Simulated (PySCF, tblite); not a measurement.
# C4H6O5: a rotation path, then NMR shifts on frames

Aim: move C4H6O5 (`O=C(O)C1OCOCO1`) away from its starting geometry and see how NMR shifts follow the geometry.

Computed with tblite 0.8.0 and PySCF 2.14.0, with density-fitted response routines of our own, on a single molecule in the gas phase. Atoms count from 0, in the outputs and in this text.

### Step 1. The starting structure

15 atoms, charge 0, multiplicity 1; geometry from: GFN2-xTB.

Bonds of the start (Å): O0–C1 1.20, C1–O2 1.33, C1–C3 1.55, C3–O4 1.40, O4–C5 1.41, C5–O6 1.40, O6–C7 1.39, C7–O8 1.40, O8–C3 1.40, O2–H9 0.97, C3–H10 1.10, C5–H11 1.10, C5–H12 1.09, C7–H13 1.09, C7–H14 1.11.

### Step 2. A band between two rotamers with GFN2-xTB

Job settings and geometry (Å):

```
{"job": {"kind": "neb", "xc": "GFN2-xTB", "basis": "xTB", "atoms": [2, 1, 3, 8], "turn": 120}, "charge": 0, "multiplicity": 1}
O      1.790179    -0.180782     1.267260
C      1.562038    -0.126913     0.091373
O      2.334477     0.506337    -0.783663
C      0.362167    -0.795574    -0.620102
O     -0.461183    -1.485287     0.273017
C     -1.251236    -0.614071     1.045116
O     -1.980607     0.273083     0.242338
C     -1.114133     0.986366    -0.586166
O     -0.346969     0.134891    -1.397187
H      3.097357     0.917226    -0.341215
H      0.762121    -1.540947    -1.319061
H     -0.618944    -0.052324     1.755045
H     -1.969433    -1.236958     1.579415
H     -1.722574     1.595560    -1.255840
H     -0.447674     1.627384     0.027759
```

With the program's defaults for keys left out, this is: GFN2-xTB climbing-image nudged elastic band, gas phase.

The run is started by

```console
$ OMP_NUM_THREADS=1 python probes_run.py task.json out
```

One launch serves the whole session: the jobs run in the order shown.

What it wrote:

```text
image   E - E0 / eV
  0      -0.0000
  1       0.0077
  2       0.0253
  3       0.0497
  4       0.0699
  5       0.0773
  6       0.0702
  7       0.0594
  8       0.0500
```

Run time: 3.1 s. Hardware: 1 thread of INTEL XEON PLATINUM 8581C at 2.10GHz, shared host; peak memory 0.19 GiB.

The final band, with the dihedral O2–C1–C3–O8:

```tsv
image	dihedral (°)	energy (eV)	energy (kcal/mol)
0	-54	0.000	0.0
1	-38	0.008	0.2
2	-22	0.025	0.6
3	-8	0.050	1.1
4	7	0.070	1.6
5	23	0.077	1.8
6	39	0.070	1.6
7	56	0.059	1.4
8	67	0.050	1.2
```

### Step 3. Nuclear shieldings: image 0, PBE0/pcSseg-1

Job settings and geometry (Å):

```
{"job": {"kind": "nmr", "xc": "PBE0", "basis": "pcSseg-1", "pop": false}, "charge": 0, "multiplicity": 1}
O      1.790200    -0.180800     1.267300
C      1.562000    -0.126900     0.091400
O      2.334500     0.506300    -0.783700
C      0.362200    -0.795600    -0.620100
O     -0.461200    -1.485300     0.273000
C     -1.251200    -0.614100     1.045100
O     -1.980600     0.273100     0.242300
C     -1.114100     0.986400    -0.586200
O     -0.347000     0.134900    -1.397200
H      3.097400     0.917200    -0.341200
H      0.762100    -1.540900    -1.319100
H     -0.618900    -0.052300     1.755000
H     -1.969400    -1.237000     1.579400
H     -1.722600     1.595600    -1.255800
H     -0.447700     1.627400     0.027800
```

Method: GIAO PBE0/pcSseg-1 NMR shielding, non-relativistic, gas phase.

What it wrote:

```text
coarse grid: 13496 points
cycle   1  E = -531.1370802844  dE =  1.911e+00  |g| = 1.253e+00  |ddm| = 3.520e+00
cycle   2  E = -530.6415670289  dE =  4.955e-01  |g| = 2.085e+00  |ddm| = 2.145e+00
cycle   3  E = -531.3894529209  dE = -7.479e-01  |g| = 3.517e-01  |ddm| = 1.515e+00
cycle   4  E = -531.4100575858  dE = -2.060e-02  |g| = 1.159e-01  |ddm| = 2.781e-01
cycle   5  E = -531.4122799570  dE = -2.222e-03  |g| = 2.164e-02  |ddm| = 7.485e-02
cycle   6  E = -531.4123692658  dE = -8.931e-05  |g| = 7.271e-03  |ddm| = 1.979e-02
cycle   7  E = -531.4123784419  dE = -9.176e-06  |g| = 1.978e-03  |ddm| = 5.072e-03
final grid: 133104 points
cycle   8  E = -531.5171548294  dE = -2.054e-05  |g| = 1.802e-02  |ddm| = 2.622e-02
cycle   9  E = -531.5170768607  dE =  7.797e-05  |g| = 2.786e-02  |ddm| = 2.485e-02
cycle  10  E = -531.5172066990  dE = -1.298e-04  |g| = 3.442e-03  |ddm| = 1.641e-02
cycle  11  E = -531.5172088102  dE = -2.111e-06  |g| = 4.460e-04  |ddm| = 2.134e-03
cycle  12  E = -531.5172088437  dE = -3.354e-08  |g| = 1.468e-04  |ddm| = 4.197e-04
cycle  13  E = -531.5172088479  dE = -4.185e-09  |g| = 4.312e-05  |ddm| = 1.152e-04
cycle  14  E = -531.5172088482  dE = -3.033e-10  |g| = 1.261e-05  |ddm| = 3.668e-05
converged SCF energy = -531.5172088482

GIAO shielding tensors (ppm)
atom      isotropic    diamagn.    paramagn.     s11        s22        s33       span
  0 O     -119.410     401.760    -521.169   -381.657   -257.640    281.068    662.726
  1 C       13.867     252.041    -238.174    -87.357     52.457     76.501    163.858
  2 O      126.819     391.109    -264.290    -31.793    164.873    247.378    279.170
  3 C       91.046     246.302    -155.256     74.803     91.164    107.172     32.369
  4 O      240.332     397.155    -156.823    196.885    207.156    316.955    120.070
  5 C       94.677     244.937    -150.260     77.834     90.275    115.922     38.088
  6 O      238.211     395.433    -157.222    179.017    207.593    328.024    149.007
  7 C       94.113     245.727    -151.613     76.236     91.483    114.620     38.384
  8 O      232.310     397.398    -165.088    179.076    197.132    320.723    141.647
  9 H       25.133      29.452      -4.319     19.486     22.514     33.400     13.915
 10 H       26.192      28.414      -2.222     23.118     25.046     30.411      7.293
 11 H       25.851      30.294      -4.443     21.225     26.914     29.414      8.189
 12 H       26.505      27.875      -1.370     22.551     25.405     31.559      9.008
 13 H       26.465      28.100      -1.635     22.348     25.478     31.570      9.222
 14 H       26.627      30.532      -3.904     22.575     27.233     30.074      7.500
```

It took 29 s on 1 thread of INTEL XEON PLATINUM 8581C at 2.10GHz, shared host; peak memory 0.83 GiB.

The references, computed at this level on geometries of the same kind, shield at (ppm): 1H TMS 31.72, 13C TMS 186.9, 17O H2O 336.1. Their shielding less the atom's gives the shift. The references are single molecules in the gas phase, so shifts against H2O, NH3, PH3, H3PO4 or CFCl3 are not on the usual liquid scales and can be off by tens of ppm. Each atom is listed at this fixed geometry, with no averaging over motion; a spectrum would average atoms that exchange fast.

```tsv
atoms	environment	σ (ppm)	δ (ppm)
C1	carboxylic acid carbon	13.9	173.1
C3	sp3 carbon bearing two oxygens	91.0	95.9
C7	sp3 carbon bearing two oxygens	94.1	92.8
C5	sp3 carbon bearing two oxygens	94.7	92.2
H9	hydrogen on an acid hydroxyl oxygen	25.13	6.58
H11	hydrogen on an sp3 carbon bearing two oxygens	25.85	5.87
H10	hydrogen on an sp3 carbon bearing two oxygens	26.19	5.52
H13	hydrogen on an sp3 carbon bearing two oxygens	26.47	5.25
H12	hydrogen on an sp3 carbon bearing two oxygens	26.50	5.21
H14	hydrogen on an sp3 carbon bearing two oxygens	26.63	5.09
O0	carbonyl oxygen	-119.4	455.5
O2	acid hydroxyl oxygen	126.8	209.3
O8	ether oxygen	232.3	103.8
O6	ether oxygen	238.2	97.9
O4	ether oxygen	240.3	95.7
```

Ring of atoms C3, O4, C5, O6, C7, O8: NICS(0) -2.3, NICS(1) -1.1, NICS(1)zz 2.6 ppm (means of both faces).

The fields below are evaluated on a grid from the run's orbitals.

Frontier orbitals at PBE0/pcSseg-1, with the share of their density that lies nearest to each atom:

```tsv
orbital	energy (eV)	lies on
HOMO	-7.82	O0 26 %; O8 16 %; O4, O6 about 11 % each
LUMO	-0.45	C1 42 %; O0 26 %; O2 10 %
```

ELF in a plane through or near 7 of the atoms.

Ten even steps from ' ' (0.00) to '@' (1.00):
```
                                                        
                                                        
                                                        
                              ##@@@@##                  
                            ..@@@@@@@@++                
                            ::%%@@@@@@::                
            ..::==::        ::**@@@@==                  
            --**%%##..  ..::++==--++--====::            
          --**##**%%--      --==**##--%%%%**..          
        ::**%%**..##++==::    ..--**--%%##++..          
        ..==****##**==--##::  ..==####--..              
            ....--==::--==    --::++====..              
                ::**##++..  ..--==--@@@@@@@@++          
              ..::==++++..  ......++@@@@@@@@**          
                ..--==--..        ..%%@@@@@@..          
                                    ..--..              
                                                        
                                                        
                                                        
                                                        
```
The map spans 11.5 Å across and 9.9 Å up, centred on the molecule. Atoms in the plane (x, y in Å): C1 (-1.5, -0.5), O2 (-2.5, 0.4), C5 (1.5, -0.9), O6 (2.0, 0.4), C7 (0.9, 1.3), H12 (2.4, -1.5), H13 (1.3, 2.3).

log10 of the density (e/Å³) in the same plane.

Ten even steps from ' ' (-4.0) to '@' (2.0):
```
                                                        
                                                        
                            ....::::..                  
                        ....::--====--::..              
                      ..::::--==++++==--....            
          ..::::::::::::--==++******++--::..            
        ..::----==------==++++**##**++==--::..          
      ..::==++++**++======++**%%%%****++====::..        
      ::--++**######++++==++******######++==--..        
      ::==++**##%%##**++++++++++**##@@##**++--..        
      ::--==++****##%%****++++++**##****++==--..        
      ..::--==++++**%%****++++****%%****====::..        
        ..::--==++******++++++******##**++==--..        
          ..::--==++++++======++++++****++==--..        
            ::::--========----============--::..        
              ..::::----::::::::::::----::::..          
                  ........      ..........              
                                                        
                                                        
                                                        
```
The map spans 11.5 Å across and 9.9 Å up, centred on the molecule. Atoms in the plane (x, y in Å): C1 (-1.5, -0.5), O2 (-2.5, 0.4), C5 (1.5, -0.9), O6 (2.0, 0.4), C7 (0.9, 1.3), H12 (2.4, -1.5), H13 (1.3, 2.3).

On the surface of density 0.002 e/bohr³ the electrostatic potential runs, from the 1st to the 99th percentile, from -1.31 V near O0 to 2.72 V near H9.

### Step 4. NMR shieldings: image 2, PBE0/pcSseg-1

Job settings and geometry (Å):

```
{"job": {"kind": "nmr", "xc": "PBE0", "basis": "pcSseg-1", "pop": false}, "charge": 0, "multiplicity": 1}
O      2.103500    -0.674200     1.057100
C      1.578500    -0.234500     0.074200
O      2.014100     0.837800    -0.583000
C      0.344100    -0.867100    -0.611800
O     -0.501300    -1.487400     0.316100
C     -1.237400    -0.547400     1.054900
O     -1.936100     0.339100     0.228000
C     -1.048400     0.972000    -0.646400
O     -0.337700     0.045400    -1.424800
H      2.818900     1.196600    -0.171600
H      0.713300    -1.665300    -1.270100
H     -0.564000     0.016600     1.730000
H     -1.974000    -1.108800     1.630700
H     -1.635400     1.581300    -1.333800
H     -0.342500     1.604000    -0.071400
```

Method: GIAO PBE0/pcSseg-1 NMR shielding, non-relativistic, gas phase.

What it wrote:

```text
coarse grid: 13496 points
cycle   1  E = -531.1323275209  dE =  1.919e+00  |g| = 1.259e+00  |ddm| = 3.518e+00
cycle   2  E = -530.6205208548  dE =  5.118e-01  |g| = 2.109e+00  |ddm| = 2.200e+00
cycle   3  E = -531.3866663099  dE = -7.661e-01  |g| = 3.594e-01  |ddm| = 1.558e+00
cycle   4  E = -531.4082320912  dE = -2.157e-02  |g| = 1.163e-01  |ddm| = 2.865e-01
cycle   5  E = -531.4104595103  dE = -2.227e-03  |g| = 2.220e-02  |ddm| = 7.598e-02
cycle   6  E = -531.4105522892  dE = -9.278e-05  |g| = 7.730e-03  |ddm| = 2.017e-02
cycle   7  E = -531.4105624992  dE = -1.021e-05  |g| = 2.107e-03  |ddm| = 5.296e-03
cycle   8  E = -531.4105632391  dE = -7.399e-07  |g| = 5.166e-04  |ddm| = 1.629e-03
final grid: 133104 points
cycle   9  E = -531.5163119687  dE = -2.329e-05  |g| = 1.782e-02  |ddm| = 2.684e-02
cycle  10  E = -531.5162395331  dE =  7.244e-05  |g| = 2.719e-02  |ddm| = 2.448e-02
cycle  11  E = -531.5163630154  dE = -1.235e-04  |g| = 3.322e-03  |ddm| = 1.615e-02
cycle  12  E = -531.5163649877  dE = -1.972e-06  |g| = 4.153e-04  |ddm| = 2.123e-03
cycle  13  E = -531.5163650164  dE = -2.876e-08  |g| = 1.450e-04  |ddm| = 4.085e-04
cycle  14  E = -531.5163650205  dE = -4.084e-09  |g| = 4.112e-05  |ddm| = 1.080e-04
cycle  15  E = -531.5163650208  dE = -2.856e-10  |g| = 1.140e-05  |ddm| = 3.306e-05
converged SCF energy = -531.5163650208

GIAO shielding tensors (ppm)
atom      isotropic    diamagn.    paramagn.     s11        s22        s33       span
  0 O     -113.323     400.660    -513.984   -363.059   -263.264    286.353    649.412
  1 C       13.579     251.398    -237.818    -90.887     57.140     74.485    165.372
  2 O      123.198     391.560    -268.362    -40.640    165.675    244.560    285.200
  3 C       89.551     246.818    -157.267     70.901     91.765    105.985     35.084
  4 O      236.496     396.753    -160.256    195.374    198.874    315.240    119.866
  5 C       93.938     245.336    -151.398     76.803     90.013    114.999     38.196
  6 O      238.741     395.488    -156.746    180.824    206.011    329.390    148.565
  7 C       93.588     245.742    -152.154     75.823     90.213    114.727     38.904
  8 O      234.900     397.382    -162.482    188.366    199.852    316.484    128.119
  9 H       25.119      29.460      -4.341     19.249     22.523     33.585     14.336
 10 H       26.181      27.951      -1.769     23.461     24.679     30.404      6.944
 11 H       26.577      30.340      -3.763     22.460     27.086     30.184      7.723
 12 H       26.467      27.868      -1.400     22.384     25.394     31.624      9.240
 13 H       26.434      28.077      -1.643     22.404     25.380     31.518      9.114
 14 H       26.474      30.390      -3.916     21.822     27.953     29.648      7.825
```

Wall time 24 s (1 thread of INTEL XEON PLATINUM 8581C at 2.10GHz, shared host); peak memory 0.88 GiB.

In short: δ C1 173.3, C3 97.4, C7 93.3, C5 93.0, H9 6.60, H10 5.54 ppm.

(Part 1 of 2 ends here.)
